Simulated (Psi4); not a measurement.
# A workflow on GeSiH4ClF (SMILES F[SiH](Cl)[GeH3])

We compute a series of 10 runs (PBE-D4/def2-SVP, PBE0-D4/def2-TZVP, PBE-D4/def2-TZVPP, r2SCAN-D4/def2-TZVPP, B3LYP-D4/def2-TZVPP, PBE0-D4/def2-TZVPP, wB97M-V/def2-TZVPP, CCSD(T)/def2-TZVPP, and more) of GeSiH4ClF. 

The results are computed with Psi4 1.11.

## (1) The structure to begin with

The species is GeSiH4ClF (8 atoms), meant as a singlet with charge 0. As SMILES, `F[SiH](Cl)[GeH3]`. Geometry: a GFN2-xTB, rattled relaxation, a rough one for these elements and not checked as a minimum. The run starts from this shape.

Bond lengths: F1–Si2 1.610 Å, Si2–Cl3 1.965 Å, Si2–Ge4 2.294 Å, Si2–H5 1.472 Å, Ge4–H6 1.521 Å, Ge4–H7 1.489 Å, Ge4–H8 1.499 Å. Some angles: F1–Si2–Cl3 106.9°, F1–Si2–Ge4 111.9°, Cl3–Si2–Ge4 111.3°, F1–Si2–H5 105.0°, Cl3–Si2–H5 106.2°, Ge4–Si2–H5 114.9°, Si2–Ge4–H6 111.9°, Si2–Ge4–H7 113.8°, Si2–Ge4–H8 116.5°, H6–Ge4–H7 105.2°.

## (2) A geometry optimisation at PBE-D4/def2-SVP (density fitting) (run 1)

clfgeh4si.in reads:

```
memory 4400 mb

molecule {
  0 1
  F      1.729794    -1.281088     0.825538
  Si     1.129436     0.079607     0.207728
  Cl     2.089766     0.414814    -1.473602
  Ge    -1.133293    -0.062992    -0.139213
  H      1.548341     1.139218     1.139297
  H     -1.891449    -0.323975     1.153690
  H     -1.532047    -1.167633    -1.054193
  H     -1.799022     1.149954    -0.715746
  symmetry c1
}

set {
  basis def2-SVP
  scf_type df
  geom_maxiter 60
  max_force_g_convergence 0.0005
}

opt("pbe-d4")
print_variables()
```

Started as:

```console
psi4 clfgeh4si.in clfgeh4si.out -n 2
```

clfgeh4si.out:

```text
Psi4 1.11 release

gradient() will perform analytic gradient computation.

   => Loading Basis Set <=

    Name: DEF2-SVP
    Role: ORBITAL
    Keyword: BASIS

   => PBE-D4(BJ,EEQ)ATM: Empirical Dispersion <=

        a1 =       0.385750
        a2 =       4.806885
       alp =      16.000000
        s6 =       1.000000
        s8 =       0.959481
        s9 =       1.000000
        ga =       3.000000
        gc =       2.000000
        wf =       6.000000

         ---------------------------------------------------------
                                   SCF
                              RKS Reference
                        2 Threads,   4196 MiB Core
         ---------------------------------------------------------

  ==> Geometry <==

    Molecular point group: c1
    Full point group: C1

    Geometry (in Angstrom), charge = 0, multiplicity = 1:

       Center              X                  Y                   Z               Mass
    ------------   -----------------  -----------------  -----------------  -----------------
         F            1.416711098544    -1.209425869534     1.074438286533    18.998403162730
         SI           0.816353098544     0.151269130466     0.456628286533    27.976926534650
         CL           1.776683098544     0.486476130466    -1.224701713467    34.968852682000
[... 4 lines of this table left out ...]
         H           -2.112104901456     1.221616130466    -0.466845713467     1.007825032230

  Running in c1 symmetry.

  Rotational constants: A =      0.14296  B =      0.04692  C =      0.03756 [cm^-1]
  Rotational constants: A =   4285.77270  B =   1406.49732  C =   1125.98904 [MHz]
  Nuclear repulsion =  432.755703857943558

  Charge       = 0
  Multiplicity = 1
  Electrons    = 76
  Nalpha       = 38
  Nbeta        = 38

  ==> Algorithm <==

  SCF Algorithm Type is DF.
  DIIS enabled.
  MOM disabled.
  Fractional occupation disabled.
  Guess Type is SAD.
  Energy threshold   = 1.00e-08
  Density threshold  = 1.00e-08
  Integral threshold = 1.00e-12

  ==> Primary Basis <==

  Basis Set: DEF2-SVP
    Blend: DEF2-SVP
    Number of shells: 46
    Number of basis functions: 102
    Number of Cartesian functions: 108
    Spherical Harmonics?: true
    Max angular momentum: 2

  ==> DFT Potential <==

   => LibXC <=

    Version 7.1.2

   => Composite Functional: PBE-D4BJEEQATM <=

    PBE GGA Exchange-Correlation Functional

    Deriv               =              1
    GGA                 =           TRUE
    Meta                =          FALSE

    Exchange Hybrid     =          FALSE
    MP2 Hybrid          =          FALSE

   => Exchange Functionals <=

    1.0000     XC_GGA_X_PBE

   => Correlation Functionals <=

    1.0000     XC_GGA_C_PBE

   => LibXC Density Thresholds  <==

    XC_GGA_C_PBE:  1.00E-12
    XC_GGA_X_PBE:  1.00E-15

   => Molecular Quadrature <=

    Radial Scheme          =       TREUTLER
    Pruning Scheme         =           NONE
    Nuclear Scheme         =       TREUTLER

    Blocking Scheme        =         OCTREE
    BS radius alpha        =              1
    Pruning alpha          =              1
    Radial Points          =             75
    Spherical Points       =            302
    Total Points           =         171643
    Total Blocks           =           1327
    Max Points             =            256
    Max Functions          =             95
    Weights Tolerance      =       1.00E-15

   => Loading Basis Set <=

    Name: (DEF2-SVP AUX)
    Role: JKFIT
    Keyword: DF_BASIS_SCF

  ==> Integral Setup <==

  DFHelper Memory: AOs need 0.055 GiB; user supplied 2.733 GiB.
  SCF_SUBTYPE=INCORE selected. In-core MEM_DF algorithm will be used.
  Using in-core AOs.

  ==> MemDFJK: Density-Fitted J/K Matrices <==

    J tasked:                   Yes
    K tasked:                    No
    wK tasked:                   No
    Memory [MiB]:              2798
    Algorithm:                 Core
    Schwarz Cutoff:           1E-12
    Mask sparsity (%):       5.9400
    Fitting Condition:        1E-10

   => Auxiliary Basis Set <=

  Basis Set: (DEF2-SVP AUX)
    Blend: DEF2-UNIVERSAL-JKFIT
    Number of shells: 185
    Number of basis functions: 671
    Number of Cartesian functions: 854
    Spherical Harmonics?: true
    Max angular momentum: 5

  Cached 100.0% of DFT collocation blocks in 0.341 [GiB].

  Minimum eigenvalue in the overlap matrix is 5.2592793579E-03.
  Reciprocal condition number of the overlap matrix is 1.2071941503E-03.
    Using symmetric orthogonalization.

  ==> Pre-Iterations <==

  SCF Guess: Superposition of Atomic Densities via on-the-fly atomic UHF (no occupation information).

   -------------------------
    Irrep   Nso     Nmo
   -------------------------
     A        102     102
   -------------------------
    Total     102     102
   -------------------------

  ==> Iterations <==

                           Total Energy        Delta E     RMS |[F,P]|

[... 3 lines left out ...]
   @DF-RKS iter   3: -2926.46015440950259   -2.22626e+01   2.57179e-02 DIIS/ADIIS
[... 3 lines left out ...]
   @DF-RKS iter   7: -2927.70393258029799   -7.43656e-04   6.63094e-05 DIIS
[... 3 lines left out ...]
   @DF-RKS iter  11: -2927.70396065918385   -5.86851e-09   2.13889e-07 DIIS
[... 29 lines left out ...]
    Final Occupation by Irrep:
[... 11 lines left out ...]
    Two-Electron Energy =                1714.2292732588307445
[... 3 lines left out ...]
    Total Energy =                      -2927.7039606594871657
[... 90 lines left out ...]
    Weights Tolerance      =       1.00E-15
[... 56 lines left out ...]
	  Convergence Criteria              o    5.00e-04 *             o             o             o~
[... 140 lines left out ...]
   @DF-RKS iter   1: -2927.71336738067475   -7.45534e-02   4.09260e-04 DIIS/ADIIS
[... 3 lines left out ...]
   @DF-RKS iter   5: -2927.71460989076832   -2.88549e-06   9.05607e-06 DIIS
[... 3 lines left out ...]
   @DF-RKS iter   9: -2927.71461021113055   -3.31966e-11   2.90734e-08 DIIS
[... 14 lines left out ...]
  @DF-RKS Final Energy: -2927.71461021113601
[... 6 lines left out ...]
    DFT Exchange-Correlation Energy =    -139.4053794756184743
[... 17 lines left out ...]
 Dipole X            :         -6.5600126            6.2244169           -0.3355957
[... 92 lines left out ...]
	                                 ==> Convergence Check <==
[... 78 lines left out ...]
    Weights Tolerance      =       1.00E-15
[... 40 lines left out ...]
   @DF-RKS iter   2: -2927.71554576801645    8.34335e-05   2.03579e-04 DIIS/ADIIS
[... 3 lines left out ...]
   @DF-RKS iter   6: -2927.71586027442618   -4.50432e-08   4.80846e-07 DIIS
[... 3 lines left out ...]
  Energy and wave function converged.
[... 17 lines left out ...]
    One-Electron Energy =               -4907.9994899642115342
[... 3 lines left out ...]
    VV10 Nonlocal Energy =                  0.0000000000000000
[... 17 lines left out ...]
 Dipole Z            :         -0.3024948            0.4358658            0.1333710
[... 97 lines left out ...]
	   Step    Total Energy     Delta E     Max Force     RMS Force      Max Disp      RMS Disp
[... 104 lines left out ...]
   @DF-RKS iter   0: -2927.71351756612057   -2.92771e+03   2.63124e-04
[... 3 lines left out ...]
   @DF-RKS iter   4: -2927.71601890135344   -3.83077e-07   3.53999e-06 DIIS
[... 3 lines left out ...]
   @DF-RKS iter   8: -2927.71601895142430   -2.45564e-11   1.05058e-08 DIIS
[... 14 lines left out ...]
  @DF-RKS Final Energy: -2927.71601895142430
[... 6 lines left out ...]
    DFT Exchange-Correlation Energy =    -139.3866420148193015
[... 17 lines left out ...]
 Dipole X            :         -6.9387695            6.4940430           -0.4447265
[... 92 lines left out ...]
	                                 ==> Convergence Check <==
[... 78 lines left out ...]
    Weights Tolerance      =       1.00E-15
[... 23 lines left out ...]
   @DF-RKS iter   2: -2927.71604283891611    2.13546e-06   3.19975e-05 DIIS
[... 3 lines left out ...]
   @DF-RKS iter   6: -2927.71604938166547   -1.19599e-09   8.02672e-08 DIIS
[... 9 lines left out ...]
    Final Occupation by Irrep:
[... 11 lines left out ...]
    Two-Electron Energy =                1699.8022614860506110
[... 3 lines left out ...]
    Total Energy =                      -2927.7160493817059432
[... 59 lines left out ...]
    Weights Tolerance      =       1.00E-15
[... 56 lines left out ...]
	  Convergence Criteria              o    5.00e-04 *             o             o             o
[... 92 lines left out ...]
   @DF-RKS iter   1: -2927.71605892341404    6.04052e-05   8.21039e-06 DIIS
[... 3 lines left out ...]
   @DF-RKS iter   5: -2927.71605940088739   -2.37560e-09   2.17576e-07 DIIS
[... 3 lines left out ...]
  Energy and wave function converged.
[... 37 lines left out ...]
    One-Electron Energy =               -4906.7219703518294409
[... 3 lines left out ...]
    VV10 Nonlocal Energy =                  0.0000000000000000
[... 17 lines left out ...]
 Dipole Z            :         -0.2432238            0.4160604            0.1728366
[... 25 lines left out ...]
  Nuclear repulsion =  418.461620688467974

   => Molecular Quadrature <=

    Radial Scheme          =       TREUTLER
    Pruning Scheme         =           NONE
    Nuclear Scheme         =       TREUTLER

    Blocking Scheme        =         OCTREE
    BS radius alpha        =              1
    Pruning alpha          =              1
    Radial Points          =             75
    Spherical Points       =            302
    Total Points           =         171849
    Total Blocks           =           1332
    Max Points             =            256
    Max Functions          =             95
    Weights Tolerance      =       1.00E-15

  -Total Gradient:
     Atom            X                  Y                   Z
    ------   -----------------  -----------------  -----------------
       1       -0.000075227849    -0.000070925989     0.000095450661
       2       -0.000138025233    -0.000013638509     0.000044741281
       3        0.000191737079    -0.000074089923     0.000185892405
[... 4 lines of this table left out ...]
       8        0.000066718790    -0.000027393553    -0.000011114324

	total time  =          2 seconds =       0.03 minutes

    			-----------------------------------------

    			 OPTKING 3.0: for geometry optimizations

    			        with contributions from

    			-----------------------------------------

	                            ===> Fragment 1 <==

	 Z (Atomic Numbers)          Masses                          Geom
	       9.000000            18.998403          2.68507719 -2.35475044  2.06408537
	      14.000000            27.976927          1.63966689  0.33479045  0.93935449
	      17.000000            34.968853          3.41021622  0.97471793 -2.50519259
[... 4 lines of this table left out ...]
	       1.000000             1.007825         -3.80161226  2.47683803 -0.91932440

	 - Coordinate -           - BOHR/RAD -       - ANG/DEG -
	 R(1,2)           =         3.097020           1.638872
	 R(2,3)           =         3.925463           2.077265
	 R(2,4)           =         4.507767           2.385408
[... 24 lines of this table left out ...]
	 D(5,2,4,8)       =         1.077590          61.741385

	        --- Internal Coordinate Step in ANG or DEG, aJ/ANG or AJ/DEG ---
	-------------------------------------------------------------------------------
	           Coordinate      Previous         Force          Change          New
	           ----------      --------        ------          ------        ------
	               R(1,2)       1.63887       -0.00009       -0.00022       1.63865
	               R(2,3)       2.07727       -0.00007        0.00035       2.07762
	               R(2,4)       2.38541        0.00001       -0.00047       2.38494
[... 24 lines of this table left out ...]
	           D(5,2,4,8)      61.74138        0.00000        0.08716      61.82855
	-------------------------------------------------------------------------------

	                                 ==> Convergence Check <==

	Measures of convergence in internal coordinates in au.

	Criteria marked as inactive (o), active & met (*), and active & unmet ( ).

	----------------------------------------------------------------------------------------------
	   Step    Total Energy     Delta E     Max Force     RMS Force      Max Disp      RMS Disp
	----------------------------------------------------------------------------------------------
	  Convergence Criteria              o    5.00e-04 *             o             o             o
	----------------------------------------------------------------------------------------------
	     6   -2927.71605940   -1.00e-05 o    4.64e-04 *    1.26e-04 o    5.82e-03 o    2.13e-03 o  ~
	----------------------------------------------------------------------------------------------

Next Geometry in Ang
	Fragment 1 (Ang)

	    F   1.4231253187  -1.2461727080   1.0924666639
	   Si   0.8676813987   0.1770127790   0.4998528689
	   Cl   1.7950128732   0.5158981607  -1.3281793083
[... 4 lines of this table left out ...]
	    H  -2.0093641120   1.3107580464  -0.4880916390

    Final optimized geometry and variables:
    Molecular point group: c1
    Full point group: C1

    Geometry (in Angstrom), charge = 0, multiplicity = 1:

    F            1.420881657823    -1.246080268044     1.092266940559
    SI           0.867674351550     0.177163474679     0.497084989829
    CL           1.804608704803     0.515798513331    -1.325690827452
[... 4 lines of this table left out ...]
    H           -2.011726571513     1.310686239553    -0.486485523065

  Variable Map:
  ----------------------------------------------------------------------------
  "CURRENT ENERGY"                                 =>   -2927.716059401136
  "CURRENT REFERENCE ENERGY"                       =>   -2927.716059401136
  "DD SOLVATION ENERGY"                            =>       0.000000000000
  "DFT FUNCTIONAL TOTAL ENERGY"                    =>   -2927.709009634617
  "DFT TOTAL ENERGY"                               =>   -2927.716059401136
  "DFT VV10 ENERGY"                                =>       0.000000000000
  "DFT XC ENERGY"                                  =>    -139.386723307988
  "DISPERSION CORRECTION ENERGY"                   =>      -0.007049766518
  "GRID ELECTRONS ALPHA"                           =>      38.000013680967
  "GRID ELECTRONS BETA"                            =>      38.000013680967
  "GRID ELECTRONS TOTAL"                           =>      76.000027361935
  "NUCLEAR REPULSION ENERGY"                       =>     418.461620688468
  "ONE-ELECTRON ENERGY"                            =>   -4906.721970351829
  "OPTIMIZATION ITERATIONS"                        =>       6.000000000000
  "PBE-D4(BJ,EEQ)ATM DISPERSION CORRECTION ENERGY" =>      -0.007049766518
  "PCM POLARIZATION ENERGY"                        =>       0.000000000000
  "PE ENERGY"                                      =>       0.000000000000
  "SCF ITERATION ENERGY"                           =>   -2927.716059401136
  "SCF ITERATIONS"                                 =>       8.000000000000
  "SCF TOTAL ENERGY"                               =>   -2927.716059401136
  "TWO-ELECTRON ENERGY"                            =>    1699.938063336732
  "XC GRID RADIAL POINTS"                          =>      75.000000000000
  "XC GRID SPHERICAL POINTS"                       =>     302.000000000000
  "XC GRID TOTAL POINTS"                           =>  171849.000000000000

  Array Variable Map:
  ----------------------------------------------------------------------------
  "-D GRADIENT"                                    =>       0.000137621939 ... -0.000017056947 8 by 3
  "CURRENT DIPOLE"                                 =>      -0.469147111934 ... 0.172836566098 1 by 3
  "CURRENT GRADIENT"                               =>      -0.000075227849 ... -0.000011114324 8 by 3
  "DFT TOTAL GRADIENT"                             =>      -0.000075227849 ... -0.000011114324 8 by 3
  "DISPERSION CORRECTION GRADIENT"                 =>       0.000137621939 ... -0.000017056947 8 by 3
  "PBE-D4(BJ,EEQ)ATM DISPERSION CORRECTION GRADIENT" =>       0.000137621939 ... -0.000017056947 8 by 3
  "SCF DIPOLE"                                     =>      -0.469147111934 ... 0.172836566098 1 by 3
  "SCF TOTAL ENERGIES"                             =>   -2927.716119328598 ... -2927.716059401136 1 by 9
  "SCF TOTAL GRADIENT"                             =>      -0.000075227849 ... -0.000011114324 8 by 3

    Psi4 run time: 0:00:47.99

[set-up sections that repeat, and orbital energies of the middle runs, are left out above]
```

Standard output:

```text
Optimizer: Optimization complete!
```

Run time: 50 s. Hardware: 2 threads of AMD EPYC 7R43 (Zen 3), shared host; peak memory 0.77 GiB.

The path in brief:

| step | energy from the first frame kept (eV) | largest force (eV/Å) |
| --- | --- | --- |
| 0 | 0.0000 | 2.6195 |
| 1 | -0.2898 | 0.8601 |
| 2 | -0.3238 | 0.2700 |
| 3 | -0.3281 | 0.0999 |
| 4 | -0.3290 | 0.0237 |
| 5 | -0.3292 | 0.0143 |

After the run. Bond lengths: F1–Si2 1.639 Å, Si2–Cl3 2.077 Å, Si2–Ge4 2.385 Å, Si2–H5 1.501 Å, Ge4–H6 1.551 Å, Ge4–H7 1.548 Å, Ge4–H8 1.550 Å. Some angles: F1–Si2–Cl3 107.9°, F1–Si2–Ge4 108.7°, Cl3–Si2–Ge4 108.9°, F1–Si2–H5 107.4°, Cl3–Si2–H5 108.1°, Ge4–Si2–H5 115.5°, Si2–Ge4–H6 110.5°, Si2–Ge4–H7 109.3°, Si2–Ge4–H8 109.4°, H6–Ge4–H7 109.4°.

[end of part 1 of 3]
